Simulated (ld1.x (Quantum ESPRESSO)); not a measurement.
# Pseudopotential generation for fluorine: RRKJ, LDA (PW92)

Task: generate the file, and judge it by its errors in other configurations, its logarithmic derivatives, its ghosts and its cutoff.

Program: ld1.x (Quantum ESPRESSO) 7.5. Reference atom: LDA (PW92), scalar-relativistic, spherical and spin-unpolarised. All values are calculated.

## 1. The atom and the settings

Typed settings, in words:

```
element                 : fluorine (F, Z = 9)
type                    : norm-conserving RRKJ (Kleinman–Bylander form)
frozen core             : [He]
valence charge          : 7
reference configuration : 2s2 2p5
partial waves           : 2s (bound): rc 0.85 bohr; 2p (bound): rc 1.60 bohr; 3d channel at -0.15 Ry: rc 1.40 bohr
local potential         : all-electron potential smoothed inside 0.75 bohr (lloc = -1)
core correction         : a·sin(br)/r model core, default radius (core density twice the valence density)
```

The outer shells as boxes (Hund's rule for the drawing; the calculation is spin-unpolarised):

```
[He] core
2s [↑↓]
2p [↑↓][↑↓][↑ ]
```

## 2. Generating the potential

Contents of F.in:

```
 &input
   title='F', zed=9., rel=1, dft='PW', iswitch=3,
   config='[He] 2s2 2p5 3d-2',
   nld=3, rlderiv=1.75, eminld=-4.0, emaxld=5.0, deld=0.02
 /
 &inputp
   pseudotype=2, tm=.false., lloc=-1, rcloc=0.75,
   nlcc=.true.,
   file_pseudopw='F.UPF', file_wfcaegen='ae.wfc', file_wfcncgen='nc.wfc', file_beta='beta', file_chi='chi'
 /
3
2S  1  0   2.00   0.00  0.85  0.85  0.0
2P  2  1   5.00   0.00  1.60  1.60  0.0
3D  3  2  -2.00  -0.15  1.40  1.40  0.0
 &test
   configts(1)='2s2 2p5'
 /
```

On the command line:

```console
ld1.x < F.in > F.out
```

What the program wrote to F.out (without the banner and most projector matrices):

```text
     Program LD1 v.7.5
     --------------------------- All-electron run ----------------------------

     F
     scalar relativistic calculation

     atomic number is  9.00
     dft =PW   lsd =0 sic =0 latt =0  beta=0.20 tr2=1.0E-14
     Exchange-correlation= PW
                           (   1   4   0   0   0   0   0)
     mesh =1105 r(mesh) =  99.76081 a.u. xmin = -7.00 dx = 0.01250
     1 Ry =  13.60569312 eV, c = 137.03599908

     n l     nl                  e(Ry)          e(Ha)          e(eV)
     1 0     1S 1( 2.00)       -48.4315       -24.2158      -658.9448
     2 0     2S 1( 2.00)        -2.1792        -1.0896       -29.6490
     2 1     2P 1( 5.00)        -0.8302        -0.4151       -11.2953

     final scf error:  5.0E-15 reached in  40 iterations

     Etot =    -198.377594 Ry,     -99.188797 Ha,   -2699.064669 eV

     Ekin =     197.872565 Ry,      98.936283 Ha,    2692.193401 eV
     Encl =    -476.135291 Ry,    -238.067645 Ha,   -6478.150648 eV
     Eh   =      99.142751 Ry,      49.571376 Ha,    1348.905851 eV
     Exc  =     -19.257620 Ry,      -9.628810 Ha,    -262.013274 eV

     normalization and overlap integrals

     s(1S/1S) =  1.000000  <r> =   0.1772  <r2> =    0.0424  r(max) =   0.1154
     s(2S/2S) =  1.000000  <r> =   1.0100  <r2> =    1.2456  r(max) =   0.7713
     s(2P/2P) =  1.000000  <r> =   1.1044  <r2> =    1.6353  r(max) =   0.7066

     ------------------------ End of All-electron run ------------------------

     --------------------- Generating NC pseudopotential ---------------------

      Generating local potential from pseudized AE potential:
      Matching radius rcloc =   0.7500

      Local pseudo, rcloc= 0.743 Estimated cut-off energy=    43.98 Ry

      Computing core charge for nlcc:

       r > 0.28 : true rho core
       r < 0.28 : rho core = a sin(br)/r    a=  19.38  b=   8.92

      Integrated core pseudo-charge :   0.93

      Wfc   2S  rcut= 0.842  Estimated cut-off energy=      175.38 Ry
      This function has    0 nodes for 0 < r <    0.842

      Wfc   2P  rcut= 1.612  Estimated cut-off energy=       68.72 Ry
      This function has    0 nodes for 0 < r <    1.612

      Wfc   3D  rcut= 1.388  Estimated cut-off energy=      114.31 Ry
      This function has    0 nodes for 0 < r <    1.388

     ------------------- End of pseudopotential generation -------------------

     [... the all-electron block is printed once more ...]


     Computing logarithmic derivative in   1.74900
     Computing logarithmic derivative in   1.74900
     Computing the partial wave expansion
     R is outside the sphere for l=    0 j= 0.00
     R is outside the sphere for l=    1 j= 0.00
     R is outside the sphere for l=    2 j= 0.00

     ---------------------- Testing the pseudopotential ----------------------

     F
     scalar relativistic calculation

     atomic number is  9.00   valence charge is  7.00
     dft =PW   lsd =0 sic =0 latt =0  beta=0.20 tr2=1.0E-14
     mesh =1105 r(mesh) =  99.76081 xmin = -7.00 dx = 0.01250

     n l     nl             e AE (Ry)        e PS (Ry)    De AE-PS (Ry)
     1 0     2S   1( 2.00)       -2.17916       -2.17920        0.00004
     2 1     2P   1( 5.00)       -0.83019       -0.83019        0.00000

     eps = 4.1E-17  iter =  4

     Etot =    -198.377594 Ry,     -99.188797 Ha,   -2699.064669 eV
     Etotps =   -49.295573 Ry,     -24.647787 Ha,    -670.700443 eV

     Ekin =      30.019364 Ry,      15.009682 Ha,     408.434252 eV
     Encl =    -107.592245 Ry,     -53.796123 Ha,   -1463.867069 eV
     Ehrt =      40.893687 Ry,      20.446844 Ha,     556.386956 eV
     Ecxc =     -11.316403 Ry,      -5.658201 Ha,    -153.967503 eV
     (Ecc =      -2.435811 Ry,      -1.217906 Ha,     -33.140901 eV)
     Epseu=      -1.299976 Ry,      -0.649988 Ha,     -17.687079 eV

     ---------------------- End of pseudopotential test ----------------------
```

Run time: 1.1 s. Hardware: 1 thread of Neoverse-V1, shared host. This counts the later configuration tests of the new file too.

Partial waves on a coarse radial grid (AE all-electron, PS pseudo):

| r (bohr) | 2p AE | 2p PS | 2s AE | 2s PS |
| --- | --- | --- | --- | --- |
| 0.080 | 0.0968 | 0.0280 | -0.4486 | 0.0584 |
| 0.160 | 0.2802 | 0.1085 | -0.3220 | 0.1444 |
| 0.240 | 0.4660 | 0.2313 | -0.0180 | 0.2726 |
| 0.320 | 0.6226 | 0.3814 | 0.2986 | 0.4377 |
| 0.400 | 0.7415 | 0.5411 | 0.5655 | 0.6173 |
| 0.480 | 0.8237 | 0.6929 | 0.7654 | 0.7820 |
| 0.560 | 0.8742 | 0.8218 | 0.9003 | 0.9078 |
| 0.640 | 0.8990 | 0.9174 | 0.9800 | 0.9849 |
| 0.720 | 0.9039 | 0.9744 | 1.0157 | 1.0177 |
| 0.800 | 0.8940 | 0.9937 | 1.0185 | 1.0186 |
| 0.880 | 0.8733 | 0.9802 | 0.9973 | 0.9973 |
| 0.960 | 0.8453 | 0.9423 | 0.9598 | 0.9598 |
| 1.040 | 0.8123 | 0.8893 | 0.9117 | 0.9117 |
| 1.120 | 0.7763 | 0.8299 | 0.8571 | 0.8571 |
| 1.200 | 0.7387 | 0.7710 | 0.7994 | 0.7994 |
| 1.280 | 0.7005 | 0.7168 | 0.7408 | 0.7408 |
| 1.360 | 0.6624 | 0.6688 | 0.6828 | 0.6828 |
| 1.440 | 0.6249 | 0.6266 | 0.6268 | 0.6268 |
| 1.520 | 0.5885 | 0.5887 | 0.5732 | 0.5732 |
| 1.600 | 0.5533 | 0.5533 | 0.5227 | 0.5227 |
| 1.680 | 0.5195 | 0.5195 | 0.4754 | 0.4754 |
| 1.760 | 0.4873 | 0.4873 | 0.4314 | 0.4314 |
| 1.840 | 0.4566 | 0.4566 | 0.3908 | 0.3908 |
| 1.920 | 0.4275 | 0.4275 | 0.3533 | 0.3533 |
| 2.000 | 0.4000 | 0.4000 | 0.3191 | 0.3191 |
| 2.080 | 0.3741 | 0.3741 | 0.2877 | 0.2877 |

## 3. Transferability test

Contents of F.test.in:

```
 &input
   title='F', zed=9., rel=1, dft='PW', iswitch=2,
   config='[He] 2s2 2p5 3d-2'
 /
 &test
   file_pseudo='F.UPF', nconf=10,
   configts(1)='2s2 2p5',
   configts(2)='2s2 2p4',
   configts(3)='2s2 2p3',
   configts(4)='2s2 2p2',
   configts(5)='2s2 2p4.5',
   configts(6)='2s2 2p5.3',
   configts(7)='2s2 2p1',
   configts(8)='2s1 2p6',
   configts(9)='2s2 2p5', lsdts(9)=1,
   configts(10)='2s2 2p4', lsdts(10)=1
 /
```

On the command line:

```console
ld1.x < F.test.in > F.test.out
```

F.test.out, the pseudopotential blocks, each with the warnings that came before it:

```text
     ---------------------- Testing the pseudopotential ----------------------

     F
     scalar relativistic calculation

     atomic number is  9.00   valence charge is  7.00
     dft =PW   lsd =0 sic =0 latt =0  beta=0.20 tr2=1.0E-14
     mesh =1105 r(mesh) =  99.76081 xmin = -7.00 dx = 0.01250

     n l     nl             e AE (Ry)        e PS (Ry)    De AE-PS (Ry)
     1 0     2S   1( 2.00)       -2.17916       -2.17920        0.00004
     2 1     2P   1( 5.00)       -0.83019       -0.83019        0.00000

     eps = 8.0E-16  iter = 12

     Etot =    -198.377594 Ry,     -99.188797 Ha,   -2699.064669 eV
     Etotps =   -49.295573 Ry,     -24.647786 Ha,    -670.700438 eV

     Ekin =      30.019364 Ry,      15.009682 Ha,     408.434258 eV
     Encl =    -107.592245 Ry,     -53.796123 Ha,   -1463.867071 eV
     Ehrt =      40.893687 Ry,      20.446844 Ha,     556.386957 eV
     Ecxc =     -11.316403 Ry,      -5.658201 Ha,    -153.967503 eV
     (Ecc =      -2.435811 Ry,      -1.217906 Ha,     -33.140901 eV)
     Epseu=      -1.299976 Ry,      -0.649988 Ha,     -17.687079 eV

     ---------------------- End of pseudopotential test ----------------------

     ---------------------- Testing the pseudopotential ----------------------

     F
     [...]
     n l     nl             e AE (Ry)        e PS (Ry)    De AE-PS (Ry)
     1 0     2S   1( 2.00)       -3.46006       -3.46410        0.00404
     2 1     2P   1( 4.00)       -2.09172       -2.07959       -0.01214  !

     eps = 2.3E-15  iter =  9

     Etot =    -196.940115 Ry,     -98.470057 Ha,   -2679.506764 eV
     Etotps =   -47.862137 Ry,     -23.931068 Ha,    -651.197542 eV
     dEtot_ae =       1.437480 Ry
     dEtot_ps =       1.433436 Ry,   Delta E=       0.004043 Ry

     [...]
     ---------------------- End of pseudopotential test ----------------------

     ---------------------- Testing the pseudopotential ----------------------

     F
     [...]
     n l     nl             e AE (Ry)        e PS (Ry)    De AE-PS (Ry)
     1 0     2S   1( 2.00)       -4.96952       -4.96168       -0.00784  !
     2 1     2P   1( 3.00)       -3.61028       -3.55116       -0.05912  !

     eps = 1.0E-17  iter =  9

     Etot =    -194.109079 Ry,     -97.054540 Ha,   -2640.988564 eV
     Etotps =   -45.062738 Ry,     -22.531369 Ha,    -613.109786 eV
     dEtot_ae =       4.268515 Ry
     dEtot_ps =       4.232835 Ry,   Delta E=       0.035680 Ry

     [...]
     ---------------------- End of pseudopotential test ----------------------

     ---------------------- Testing the pseudopotential ----------------------

     F
     [...]
     n l     nl             e AE (Ry)        e PS (Ry)    De AE-PS (Ry)
     1 0     2S   1( 2.00)       -6.67111       -6.62033       -0.05078  !
     2 1     2P   1( 2.00)       -5.35437       -5.19111       -0.16326  !

     eps = 1.8E-15  iter =  7

     Etot =    -189.644761 Ry,     -94.822381 Ha,   -2580.248426 eV
     Etotps =   -40.703834 Ry,     -20.351917 Ha,    -553.803876 eV
     dEtot_ae =       8.732833 Ry
     dEtot_ps =       8.591739 Ry,   Delta E=       0.141094 Ry

     [...]
     ---------------------- End of pseudopotential test ----------------------

     ---------------------- Testing the pseudopotential ----------------------

     F
     [...]
     n l     nl             e AE (Ry)        e PS (Ry)    De AE-PS (Ry)
     1 0     2S   1( 2.00)       -2.78764       -2.79069        0.00305
     2 1     2P   1( 4.50)       -1.42591       -1.42276       -0.00316

     eps = 4.9E-15  iter =  9

     Etot =    -197.816709 Ry,     -98.908354 Ha,   -2691.433431 eV
     Etotps =   -48.735256 Ry,     -24.367628 Ha,    -663.076941 eV
     dEtot_ae =       0.560886 Ry
     dEtot_ps =       0.560317 Ry,   Delta E=       0.000569 Ry

     [...]
     ---------------------- End of pseudopotential test ----------------------

     ---------------------- Testing the pseudopotential ----------------------

     F
     [...]
     n l     nl             e AE (Ry)        e PS (Ry)    De AE-PS (Ry)
     1 0     2S   1( 2.00)       -1.84976       -1.84780       -0.00196
     2 1     2P   1( 5.30)       -0.51071       -0.51096        0.00024

     eps = 2.3E-15  iter = 11

     Etot =    -198.577940 Ry,     -99.288970 Ha,   -2701.790515 eV
     Etotps =   -49.495993 Ry,     -24.747997 Ha,    -673.427297 eV
     dEtot_ae =      -0.200346 Ry
     dEtot_ps =      -0.200420 Ry,   Delta E=       0.000074 Ry

     [...]
     ---------------------- End of pseudopotential test ----------------------

     Warning: n=2, l=1 expected 0 nodes, found 1
     ---------------------- Testing the pseudopotential ----------------------

     F
     [...]
     n l     nl             e AE (Ry)        e PS (Ry)    De AE-PS (Ry)
     1 0     2S   1( 2.00)       -8.54051       -8.40258       -0.13793  !
     2 1     2P   1( 1.00)       -7.30165       -6.95857       -0.34308  !

     eps = 5.3E-15  iter =  7

     Etot =    -183.332949 Ry,     -91.666474 Ha,   -2494.371840 eV
     Etotps =   -34.638052 Ry,     -17.319026 Ha,    -471.274708 eV
     dEtot_ae =      15.044645 Ry
     dEtot_ps =      14.657521 Ry,   Delta E=       0.387125 Ry

     [...]
     ---------------------- End of pseudopotential test ----------------------

     ---------------------- Testing the pseudopotential ----------------------

     F
     [...]
     n l     nl             e AE (Ry)        e PS (Ry)    De AE-PS (Ry)
     1 0     2S   1( 1.00)       -2.21471       -2.22125        0.00653  !
     2 1     2P   1( 6.00)       -0.86015       -0.86858        0.00843  !

     eps = 6.2E-15  iter = 10

     Etot =    -197.025824 Ry,     -98.512912 Ha,   -2680.672904 eV
     Etotps =   -47.944708 Ry,     -23.972354 Ha,    -652.320983 eV
     dEtot_ae =       1.351770 Ry
     dEtot_ps =       1.350865 Ry,   Delta E=       0.000905 Ry

     [...]
     ---------------------- End of pseudopotential test ----------------------

     ---------------------- Testing the pseudopotential ----------------------

     F
     [...]
     n l     nl             e AE (Ry)        e PS (Ry)    De AE-PS (Ry)
     1 0     2S   1( 1.00)       -2.23352       -2.23552        0.00200
     2 1     2P   1( 3.00)       -0.88314       -0.88233       -0.00082
     1 0     2S   2( 1.00)       -2.11374       -2.11197       -0.00178
     2 1     2P   2( 2.00)       -0.76702       -0.76845        0.00143

     eps = 7.3E-15  iter = 12

     Etot =    -198.406610 Ry,     -99.203305 Ha,   -2699.459451 eV
     Etotps =   -49.324020 Ry,     -24.662010 Ha,    -671.087478 eV
     dEtot_ae =      -0.029016 Ry
     dEtot_ps =      -0.028447 Ry,   Delta E=      -0.000569 Ry

     [...]
     ---------------------- End of pseudopotential test ----------------------

     ---------------------- Testing the pseudopotential ----------------------

     F
     [...]
     n l     nl             e AE (Ry)        e PS (Ry)    De AE-PS (Ry)
     1 0     2S   1( 1.00)       -3.57113       -3.58086        0.00973  !
     2 1     2P   1( 3.00)       -2.20563       -2.19222       -0.01341  !
     1 0     2S   2( 1.00)       -3.29539       -3.29576        0.00037
     2 1     2P   2( 1.00)       -1.92429       -1.91849       -0.00580  !

     eps = 2.2E-15  iter = 12

     Etot =    -197.080076 Ry,     -98.540038 Ha,   -2681.411028 eV
     Etotps =   -47.998094 Ry,     -23.999047 Ha,    -653.047338 eV
     dEtot_ae =       1.297519 Ry
     dEtot_ps =       1.297479 Ry,   Delta E=       0.000040 Ry

     [...]
     ---------------------- End of pseudopotential test ----------------------
```

Excitation and ionisation energies from 2s2 2p5, with the error of the potential. Spin-polarised rows fill open shells by Hund's rule and count from the unpolarised reference. A star marks tests that logged a warning.

| valence configuration | charge | ΔE all-electron (eV) | error AE − PS (meV) |
| --- | --- | --- | --- |
| 2s2 2p4 | +1 | 19.558 | +55 |
| 2s2 2p3 | +2 | 58.076 | +485 |
| 2s2 2p2 | +3 | 118.816 | +1920 |
| 2s2 2p4.5 | +0.5 | 7.631 | +7.7 |
| 2s2 2p5.3 | -0.3 | -2.726 | +1.0 |
| 2s2 2p1 * | +4 | 204.693 | +5267 |
| 2s1 2p6 | 0 | 18.392 | +12 |
| 2s2 2p5 (spin-polarised) | 0 | -0.395 | -7.7 |
| 2s2 2p4 (spin-polarised) | +1 | 17.654 | +0.5 |

## 4. Does it scatter like the atom?

Taken from the files of the generation run. The phase is arctan(r·u′/u) with u = r·R, unwrapped, with energies in Ry. A pole is an energy at which the radial function vanishes at the test radius. The pseudo phase is shifted by a multiple of π to meet the all-electron one at the reference energy. Levels narrower than the energy grid can be missing from the poles. The last column is the largest difference on the grid between −1 and +1 Ry.

```tsv
channel	radius (bohr)	reference (Ry)	poles AE	poles PS	window around the reference with phases within 0.05 rad (Ry)	largest difference near zero (rad)
s	1.75	-2.18	-1.52	-1.52	the whole range	0.001
p	1.75	-0.83	-0.12	-0.10	below 2.3	0.012
d	1.75	-0.15	none	none	the whole range	0.000
```

Phases (rad) along the scan:

| E (Ry) | p AE | p PS | d AE | d PS |
| --- | --- | --- | --- | --- |
| -4.00 | 1.263 | 1.264 | 1.327 | 1.327 |
| -3.52 | 1.236 | 1.237 | 1.317 | 1.317 |
| -3.04 | 1.197 | 1.199 | 1.304 | 1.304 |
| -2.56 | 1.140 | 1.142 | 1.290 | 1.290 |
| -2.08 | 1.038 | 1.041 | 1.274 | 1.274 |
| -1.60 | 0.795 | 0.801 | 1.254 | 1.254 |
| -1.12 | -0.114 | -0.110 | 1.231 | 1.231 |
| -0.64 | -1.244 | -1.243 | 1.202 | 1.202 |
| -0.16 | -1.555 | -1.551 | 1.165 | 1.165 |
| 0.32 | -1.686 | -1.679 | 1.118 | 1.118 |
| 0.80 | -1.771 | -1.759 | 1.053 | 1.053 |
| 1.28 | -1.843 | -1.825 | 0.961 | 0.961 |
| 1.76 | -1.919 | -1.891 | 0.819 | 0.820 |
| 2.24 | -2.011 | -1.964 | 0.588 | 0.589 |
| 2.72 | -2.137 | -2.057 | 0.203 | 0.206 |
| 3.20 | -2.331 | -2.186 | -0.318 | -0.314 |
| 3.68 | -2.655 | -2.379 | -0.769 | -0.765 |
| 4.16 | -3.160 | -2.686 | -1.054 | -1.049 |
| 4.64 | -3.688 | -3.133 | -1.225 | -1.222 |

## 5. Plane-wave convergence, by spherical Bessel functions

This step uses the generator's waves and projectors in a separate script. Basis: spherical Bessel functions vanishing at 20 bohr, q² up to the cutoff; potential fixed at the reference.

All-electron valence levels (Ry): 2s -2.1792, 2p -0.8302. The lowest levels of each channel (Ry) by cutoff; the last column sums, over occupied levels, occupation times the distance from the level at 400 Ry. A positive value at high cutoff is not a bound level.

```csv
cutoff (Ry),s #1,p #1,d #1,f #1,Σ f·Δε (mRy)
8,-1.7992,-0.0270,0.0809,0.1213,4776.1
15,-1.8503,-0.2623,0.0809,0.1213,3497.2
30,-1.9031,-0.7363,0.0809,0.1213,1021.6
45,-2.0088,-0.8268,0.0809,0.1213,357.6
60,-2.0902,-0.8300,0.0809,0.1213,178.8
90,-2.1592,-0.8302,0.0809,0.1213,40.0
120,-2.1760,-0.8302,0.0809,0.1213,6.4
140,-2.1786,-0.8302,0.0809,0.1213,1.2
160,-2.1790,-0.8302,0.0809,0.1213,0.3
200,-2.1791,-0.8302,0.0809,0.1213,0.2
400,-2.1792,-0.8302,0.0809,0.1213,0.0
```

The sum stays within 10 mRy from 120 Ry and within 1 mRy from 160 Ry. The sum leaves out empty levels, which can need more. Ghost test: no level below the all-electron spectrum of its channel (s, p, d, f tested).

## 6. Outcome

```
                                                quantity                                                value
               cutoffs for 10 and 1 mRy, occupied levels                                    120 Ry and 160 Ry
                                            bound ghosts                                           none found
         largest test error (AE − PS), unpolarised tests  +5267 meV, for 2s2 2p1 (this test logged a warning)
largest phase difference near zero energy, channels read                                            0.012 rad
```

What this shows: By total energies transferability is poor: the largest error is 5267 meV on 204.7 eV, for 2s2 2p1. That test lies far up in energy; among those under 40 eV, nearer to bonding, the largest error is 55 meV. By its cutoff, 120 Ry for the looser tolerance, it is hard. The slowest occupied level is 2s: taken alone it needs 140 Ry to come within 1 mRy, against 50 Ry for 2p. No bound ghost shows below the valence levels. Near zero energy the phases of the channels with partial waves agree within 0.012 rad. All of this concerns the isolated atom, not yet a solid.
